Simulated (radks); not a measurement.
**Ionising xenon step by step, Xe³⁶⁺ to Xe⁵³⁺**

How much does each further electron of xenon cost? Each ion is computed in its NIST ground configuration. Each value is a difference of total energies (Δ-SCF).

The numbers are computed with radks (a radial shooting solver on a logarithmic mesh, Libxc functionals) version 1 (Dirac Kohn-Sham, exchange-only PBE, spin-unpolarised, spherical densities, finite nucleus; open shells fill j = l - 1/2 first), except any that are marked as measured or tabulated.

### 1 The atom as given

```
element             : xenon (Z = 54)
charges             : 36 to 53
first configuration : [Ar]
last configuration  : 1s1
```

### 2 Xe³⁶⁺, [Ar]

Input:

```text
Z 54
configuration [Ar]
relativity Dirac
functional pbe,
spin unpolarised
j_filling energy
nucleus finite rms 4.7859 fm
c 137.035999084
```

### 3 Xe³⁷⁺, [Ne] 3s2 3p5

Settings, as their differences from step 2:

```diff
@@ -1,3 +1,3 @@
 Z 54
-configuration [Ar]
+configuration [Ne] 3s2 3p5
 relativity Dirac
```

### 4 Xe³⁸⁺, [Ne] 3s2 3p4

Settings, as their differences from step 3:

```diff
@@ -1,3 +1,3 @@
 Z 54
-configuration [Ne] 3s2 3p5
+configuration [Ne] 3s2 3p4
 relativity Dirac
```

### 5 Xe³⁹⁺, [Ne] 3s2 3p3

Settings, as their differences from step 4:

```diff
@@ -1,3 +1,3 @@
 Z 54
-configuration [Ne] 3s2 3p4
+configuration [Ne] 3s2 3p3 4s0 3d0
 relativity Dirac
```

### 6 Xe⁴⁰⁺, [Ne] 3s2 3p2

Settings, as their differences from step 5:

```diff
@@ -1,3 +1,3 @@
 Z 54
-configuration [Ne] 3s2 3p3 4s0 3d0
+configuration [Ne] 3s2 3p2
 relativity Dirac
```

### 7 Xe⁴¹⁺, [Ne] 3s2 3p1

Settings, as their differences from step 6:

```diff
@@ -1,3 +1,3 @@
 Z 54
-configuration [Ne] 3s2 3p2
+configuration [Ne] 3s2 3p1 4s0 3d0
 relativity Dirac
```

### 8 Xe⁴²⁺, [Ne] 3s2

Settings, as their differences from step 7:

```diff
@@ -1,3 +1,3 @@
 Z 54
-configuration [Ne] 3s2 3p1 4s0 3d0
+configuration [Ne] 3s2
 relativity Dirac
```

### 9 Xe⁴³⁺, [Ne] 3s1

Settings, as their differences from step 8:

```diff
@@ -1,3 +1,3 @@
 Z 54
-configuration [Ne] 3s2
+configuration [Ne] 3s1
 relativity Dirac
```

### 10 Xe⁴⁴⁺, [Ne]

Settings, as their differences from step 9:

```diff
@@ -1,3 +1,3 @@
 Z 54
-configuration [Ne] 3s1
+configuration [Ne]
 relativity Dirac
```

### 11 Xe⁴⁵⁺, [He] 2s2 2p5

Settings, as their differences from step 10:

```diff
@@ -1,3 +1,3 @@
 Z 54
-configuration [Ne]
+configuration [He] 2s2 2p5
 relativity Dirac
```

### 12 Xe⁴⁶⁺, [He] 2s2 2p4

Settings, as their differences from step 11:

```diff
@@ -1,3 +1,3 @@
 Z 54
-configuration [He] 2s2 2p5
+configuration [He] 2s2 2p4
 relativity Dirac
```

### 13 Xe⁴⁷⁺, [He] 2s2 2p3

Settings, as their differences from step 12:

```diff
@@ -1,3 +1,3 @@
 Z 54
-configuration [He] 2s2 2p4
+configuration [He] 2s2 2p3
 relativity Dirac
```

### 14 Xe⁴⁸⁺, [He] 2s2 2p2

Settings, as their differences from step 13:

```diff
@@ -1,3 +1,3 @@
 Z 54
-configuration [He] 2s2 2p3
+configuration [He] 2s2 2p2
 relativity Dirac
```

### 15 Xe⁴⁹⁺, [He] 2s2 2p1

Settings, as their differences from step 14:

```diff
@@ -1,3 +1,3 @@
 Z 54
-configuration [He] 2s2 2p2
+configuration [He] 2s2 2p1
 relativity Dirac
```

### 16 Xe⁵⁰⁺, [He] 2s2

Settings, as their differences from step 15:

```diff
@@ -1,3 +1,3 @@
 Z 54
-configuration [He] 2s2 2p1
+configuration [He] 2s2
 relativity Dirac
```

### 17 Xe⁵¹⁺, [He] 2s1

Settings, as their differences from step 16:

```diff
@@ -1,3 +1,3 @@
 Z 54
-configuration [He] 2s2
+configuration [He] 2s1
 relativity Dirac
```

### 18 Xe⁵²⁺, [He]

Settings, as their differences from step 17:

```diff
@@ -1,3 +1,3 @@
 Z 54
-configuration [He] 2s1
+configuration [He]
 relativity Dirac
```

### 19 Xe⁵³⁺, 1s1

Settings, as their differences from step 18:

```diff
@@ -1,3 +1,3 @@
 Z 54
-configuration [He]
+configuration 1s1 2s0 2p0
 relativity Dirac
```

What does the calculation give? Wanted: for each run, species; configuration; Δ-SCF; −ε(HOMO); NIST; error.

As calculated:

```csv
species,configuration,Δ-SCF (eV),−ε(HOMO) (eV),NIST (eV),error (%)
Xe³⁶⁺,[Ar],2558.6,2516.8,2556 (theory),+0.1
Xe³⁷⁺,[Ne] 3s2 3p5,2642.4,2600.4,2637 (theory),+0.2
Xe³⁸⁺,[Ne] 3s2 3p4,2726.8,2684.5,2726 (theory),+0.0
Xe³⁹⁺,[Ne] 3s2 3p3,2811.7,2769.1,2811 (theory),+0.0
Xe⁴⁰⁺,[Ne] 3s2 3p2,2982.5,2938.5,2975 (theory),+0.3
Xe⁴¹⁺,[Ne] 3s2 3p1,3070.8,3026.6,3068 (theory),+0.1
Xe⁴²⁺,[Ne] 3s2,3255.3,3214.0,3243 (theory),+0.4
Xe⁴³⁺,[Ne] 3s1,3338.3,3296.6,3333.8 (semi-emp.),+0.1
Xe⁴⁴⁺,[Ne],7671.7,7555.0,7660 (theory),+0.2
Xe⁴⁵⁺,[He] 2s2 2p5,7906.5,7788.8,7889 (theory),+0.2
Xe⁴⁶⁺,[He] 2s2 2p4,8143.3,8024.6,8144 (theory),-0.0
Xe⁴⁷⁺,[He] 2s2 2p3,8381.7,8262.3,8382 (theory),-0.0
Xe⁴⁸⁺,[He] 2s2 2p2,8993.0,8866.1,8971 (theory),+0.2
Xe⁴⁹⁺,[He] 2s2 2p1,9247.2,9120.0,9243 (theory),+0.0
Xe⁵⁰⁺,[He] 2s2,9612.9,9510.0,9581 (theory),+0.3
Xe⁵¹⁺,[He] 2s1,9813.4,9714.7,9810.4 (theory),+0.0
Xe⁵²⁺,[He],40445,40011,40271.7 (theory),+0.4
Xe⁵³⁺,1s1,41256,40872,41299.9 (theory),-0.1
```

What this shows: Reference values: NIST Atomic Spectra Database (exp. measured, semi-emp. semi-empirical, theory a theoretical value adopted there). Per unit of the charge left behind, the cost jumps most at Xe⁵²⁺ ([He]): from 9813.4 to 40445 eV. There the highest level belongs to another shell. Minus the highest eigenvalue gives 98 to 99 % of the Δ-SCF value along the ladder. Spin polarisation and multiplet splitting are left out, so open shells lie too high by an amount that depends on their filling.
